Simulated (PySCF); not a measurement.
# Br3Tl (Tl(Br)3): the cost of one run

Computed with PySCF 2.14.0. Level: several levels, as the steps say, no spin–orbit coupling.

3 further runs of the same task are left out: 2 for a known fault of the program, 1 that didn't finish.

## (1) The starting structure

4 atoms, charge 0, spin multiplicity 1.

Bond lengths: Tl1–Br2 2.559 Å, Tl1–Br3 2.559 Å, Tl1–Br4 2.559 Å. Angles: Br2–Tl1–Br3 120.0°, Br2–Tl1–Br4 120.0°, Br3–Tl1–Br4 120.0°.

Geometry (Å):

```xyz
4
Br3Tl
Tl    0.0000    0.0000    0.0000
Br    2.5591    0.0000    0.0000
Br   -1.2795    2.2163    0.0000
Br   -1.2796   -2.2163    0.0000
```

Formal oxidation states: Tl +3. An earlier session relaxed this geometry at B3LYP, Tl def2-SVP with ECP60, Br def2-SVP (singlet, point group D3h).

At B3LYP on the finer grid: E = -7894.297198 Eh, HOMO -8.29 eV, LUMO -4.41 eV, Mulliken charge on Tl1 +0.56 e, largest force component 0.013 eV/Å. 

Levels to run: CAM-B3LYP; PBE; M06-L; r2SCAN; B3LYP, TZVP; B3LYP, x2c-SVP. Hardware: 2 threads of Arm Neoverse V1, shared host.

## (2) CAM-B3LYP

Contents of run.py (the lines that set the calculation):

```python
mol = gto.M(atom='''
Tl     0.00000     0.00000     0.00000
Br     2.55915    -0.00003     0.00000
Br    -1.27954     2.21630     0.00000
Br    -1.27960    -2.21627     0.00000''',
    basis={'Tl': 'def2-SVP', 'Br': 'def2-SVP'},
    ecp={'Tl': 'def2-SVP'},
    charge=0, spin=0)
mf = dft.RKS(mol, xc='CAMB3LYP')
mf.grids.atom_grid = (75, 302)
mf = mf.density_fit()  # fitting sets: Tl def2-universal-JKFIT, Br def2-universal-JKFIT
mf.conv_tol = 1e-08; mf.max_cycle = 55
mf.kernel(dm0)  # dm0: the density of the relaxed state
```

Command:

```console
$ OMP_NUM_THREADS=2 python run.py
```

**Question.** How long does this run take on 2 threads of Arm Neoverse V1, shared host?

About 12 s.
